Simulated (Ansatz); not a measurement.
# Li2Pd: stress in a strained cell

Li2Pd is deformed so: equal xx and yy strain of -1 %. What stress and forces result, by LAPW, PAW and all-electron datasets made for the crystal?

Program: Ansatz 0.2.0. Level of theory: DFT LDA, scalar-relativistic. These are calculated values, not measurements.

## (1) The structure to begin with

The structure is hexagonal, space group P6/mmm (No. 191). The conventional cell has a = 4.227 Å, b = 4.227 Å, c = 2.732 Å, α = 90.00°, β = 90.00°, γ = 120.00°. Li (site symmetry -6m2) has 5 Li at 2.44 to 2.73 Å and 6 Pd at 2.80 Å as nearest neighbours. Pd (site symmetry 6/mmm) is surrounded by 2 Pd at 2.73 Å and 12 Li at 2.80 Å.

Structure file:

```cif
data_structure
_symmetry_space_group_name_H-M 'P 1'
_symmetry_Int_Tables_number 1
_cell_length_a 4.2267
_cell_length_b 4.2267
_cell_length_c 2.7319
_cell_angle_alpha 90.000
_cell_angle_beta 90.000
_cell_angle_gamma 120.000
_cell_volume 42.27
loop_
_atom_site_label
_atom_site_type_symbol
_atom_site_fract_x
_atom_site_fract_y
_atom_site_fract_z
_atom_site_occupancy
Li1 Li 0.33333 0.66667 0.50000 1
Li2 Li 0.66667 0.33333 0.50000 1
Pd1 Pd 0.00000 0.00000 0.00000 1
```

Atoms are numbered in the order of the input: Li1, Li2, Pd3.

## (2) The deformed structure

Space group P6/mmm before, P6/mmm after.

## (3) Full-potential LAPW

Input file input.yaml:

```yaml
crystal:
  lattice:
    - [4.1844331826, 0.0, 0.0]
    - [-2.0922165913, 3.6238254366, 0.0]
    - [0.0, 0.0, 2.7319]
  atoms:
    - { symbol: Li, position: [0.3333333333, 0.6666666667, 0.5] }
    - { symbol: Li, position: [0.6666666667, 0.3333333333, 0.5] }
    - { symbol: Pd, position: [0.0, 0.0, 0.0] }
kpoints:
  mp_grid: { grid: [11, 11, 15] }
  band_path:
    path:
      - [0.0, 0.0, 0.0]
      - [0.5, 0.0, 0.0]
      - [0.3333333333, 0.3333333333, 0.0]
      - [0.0, 0.0, 0.0]
      - [0.0, 0.0, 0.5]
      - [0.5, 0.0, 0.5]
      - [0.3333333333, 0.3333333333, 0.5]
      - [0.0, 0.0, 0.5]
      - [0.5, 0.0, 0.5]
    npoints: 5
scf:
  occupations: { method: fermi_dirac, width: 0.08 }
hamiltonian:
  xc: lda
  pseudopotentials: { kind: all_electron, lapw: { basis_error: 0.0005 } }
output:
  forces: true
  stress: true
  eigenvalues: true
```

Launch:

```sh
$ ansatz run input.yaml --threads 1 --pin off --max-ram 4096MiB --backend cpu --events-out ev --progress --plain --runs-dir out
```

## (4) Frozen-core PAW

Input file input.yaml:

```yaml
crystal:
  lattice:
    - [4.1844331826, 0.0, 0.0]
    - [-2.0922165913, 3.6238254366, 0.0]
    - [0.0, 0.0, 2.7319]
  atoms:
    - { symbol: Li, position: [0.3333333333, 0.6666666667, 0.5] }
    - { symbol: Li, position: [0.6666666667, 0.3333333333, 0.5] }
    - { symbol: Pd, position: [0.0, 0.0, 0.0] }
kpoints:
  mp_grid: { grid: [11, 11, 15] }
scf:
  occupations: { method: fermi_dirac, width: 0.08 }
hamiltonian:
  xc: lda
  pseudopotentials: { kind: paw }
output:
  forces: true
  stress: true
  eigenvalues: true
  efg: { contact_densities: true }
```

## (5) All-electron PAW on datasets made for the crystal

input.yaml: that of step 4 with these lines changed.

```diff
@@ -15,3 +15,3 @@
   xc: lda
-  pseudopotentials: { kind: paw }
+  pseudopotentials: { kind: all_electron, datasets: crystal }
 output:
```

(Steps that only read results are left out.)

What does the calculation give? Wanted: pressure; largest shear or deviatoric stress.

As calculated:

| quantity | value |
| --- | --- |
| pressure | LAPW -4.20, PAW -4.20, crystal datasets -4.19 GPa |
| largest shear or deviatoric stress (LAPW) | 2.55 GPa |

The largest part of the stress beyond the pressure is 2.55 GPa in size, in the zz component; the atoms are carried along and not relaxed. No run of the undeformed cell stands beside it, so the pressure holds what the given cell had before the change. PAW: stress within 0.01 GPa of LAPW. Crystal datasets: stress within 0.01 GPa of LAPW.
